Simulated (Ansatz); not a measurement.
# WN (octet): wave-function methods side by side, def2-TZVPP

The task here is to estimate one member of a computed series from the others.

Computed with Ansatz 0.2.0, Gaussian basis. Level: def2-TZVPP, core rule «outside noble gas», up to 5 orbitals frozen.

To be run: UHF; ROHF; CCSD(T) on UHF.

## What is computed

The geometry is a PBE0/def2-TZVP stationary point (not a proven minimum) of the parent state, kept for this charge and spin. No spin-orbit coupling is included. Elements past krypton take def2 core potentials.

2 atoms, charge 0, spin multiplicity 8.

Atoms are counted from 1 here; the program's logs count them from 0.

Bond lengths: W1–N2 1.844 Å.

Set-up of the first run:

Input file in.yaml:

```yaml
crystal:
  periodic: [false, false, false]
  atoms:
    - {symbol: W, position_ang: [0.000000, 0.000000, 0.000000]}
    - {symbol: N, position_ang: [0.000000, 0.000000, 1.843600]}
basis:
  gaussian: {orbitals: def2-TZVPP}
magnetization: {spin_polarized: true, initial_magnetization: 7}
hamiltonian: {xc: hf}
output: {orbitals: {seedname: orbitals}}
```

Started as:

```console
$ ansatz run in.yaml --threads 1 --pin off --events-out ev --progress --plain --max-ram 4096MiB --backend cpu
```

Steps of the session up to this table: UHF; ROHF; CCSD(T) on UHF.

One table of the session follows, with a row left open; its other results are not shown here.

It belongs to the step «Misses and costs». 

| method | from UCCSD(T) (kcal/mol) |
| --- | --- |
| ROHF | +163.53 |
| UHF | +157.23 |
| UMP2 | +19.78 |
| UCCSD | ? |
| UCCSD(T) | 0 |

Q: Estimate the row for UCCSD from the others.

**Answer.** from UCCSD(T) (kcal/mol): +5.80. In the column «from UCCSD(T) (kcal/mol)» it lies between UCCSD(T) (0) and UMP2 (+19.78).
